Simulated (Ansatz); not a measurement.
# AlCl (aluminium monochloride): BHLYP/aug-cc-pVTZ

What is the electronic atomisation energy of AlCl (aluminium monochloride) at BHLYP/aug-cc-pVTZ? 

Program for the calculation: Ansatz 0.2.0.

34 further runs of the same task are left out: 34 set aside as unsound or not needed.

## Step 1: The structure to begin with

AlCl: 2 atoms, total charge 0, spin state singlet. As SMILES, `[Al][Cl]`. Geometry: the measured bond length.

Bond lengths: Al1–Cl2 2.130 Å.

## Step 2: The energy at BHLYP/aug-cc-pVTZ

input.yaml

```yaml
crystal:
  periodic: [false, false, false]
  atoms:
    - {symbol: Al, position_ang: [0.000000, 0.000000, 0.000000]}
    - {symbol: Cl, position_ang: [0.000000, 0.000000, 2.130113]}
basis:
  gaussian: {orbitals: aug-cc-pVTZ}
hamiltonian: {xc: {name: BHLYP}}
accuracy: high
output: {orbitals: {seedname: orbitals}}
```

Started as:

```console
$ ansatz run input.yaml --threads 1 --pin off --max-ram 3480MiB --events-out events.jsonl --progress --plain --runs-dir runs
```

Standard output:

```text
Warning: RAYON_NUM_THREADS=1 ignored (pool sized by the plan → 1); use --threads N
Functional definition: BHLYP
  name "BHLYP"
  parameter a = 0.5
  exchange = (1 - a)*b88_x + a*exact_x
  correlation = lyp_c
1311 factors; integrals over basis functions are off by at most 4.0e-9 eV
mean field evaluation 1: about -19121.1866 eV, gradient 1.6e1 eV
mean field evaluation 2: about -19121.4363 eV, gradient 1.5e1 eV
mean field evaluation 4: about -19121.9531 eV, gradient 3.7e-1 eV
mean field evaluation 8: about -19121.9559 eV, gradient 6.7e-3 eV
mean field evaluation 16: about -19121.9559 eV, gradient 9.8e-8 eV
mean field -19121.95591494 eV, -702.7189185468 hartree, gradient 8.3e-8 eV, S^2 0.000000; 0 other end points of the search recorded, 0 dependent functions left out
reference -19121.95593349 eV, -702.7189192287 hartree; 15, 15 occupied and 85, 85 virtual orbitals, 1311 factors
Total energy: -19121.95593349 eV, -702.7189192287 hartree
```

It took 4.5 s on 1 thread of AMD EPYC 7R13 (Zen 3), shared host; peak memory 0.23 GiB.

## Step 3: The Al atom at the same level

molecule.yaml

```yaml
basis:
  gaussian: {orbitals: aug-cc-pVTZ}
crystal:
  periodic: [false, false, false]
  atoms:
    - {symbol: Al, position_ang: [0.000000, 0.000000, 0.000000]}
accuracy: high
magnetization: {spin_polarized: true, initial_magnetization: 1}
hamiltonian: {xc: {name: BHLYP}}
```

Run the same way, it converges to -242.37286 Eh (log not shown).

## Step 4: The Cl atom at the same level

in.yaml

```yaml
crystal:
  periodic: [false, false, false]
  atoms:
    - {symbol: Cl, position_ang: [0.000000, 0.000000, 0.000000]}
basis:
  gaussian:
    orbitals: aug-cc-pVTZ
hamiltonian:
  xc: {name: BHLYP}
accuracy: high
magnetization:
  spin_polarized: true
  initial_magnetization: 1
```

Run the same way, it converges to -460.16496 Eh (log not shown).

## Step 5: Summary of results

Level: BHLYP/aug-cc-pVTZ.

| quantity | value |
| --- | --- |
| molecule: total energy | -702.71892 Eh |
| molecule: HOMO energy | -7.81 eV |
| molecule: LUMO energy | -0.93 eV |
| molecule: HOMO–LUMO gap | 6.88 eV |
| Al atom: total energy | -242.37286 Eh |
| Al atom: ⟨S²⟩ | 0.757 |
| Cl atom: total energy | -460.16496 Eh |
| Cl atom: ⟨S²⟩ | 0.755 |
| electronic atomisation energy | 4.928 eV |

What this shows: Taking the molecule apart into free atoms costs 4.93 eV (114 kcal/mol), before zero-point energy and without spin-orbit coupling.
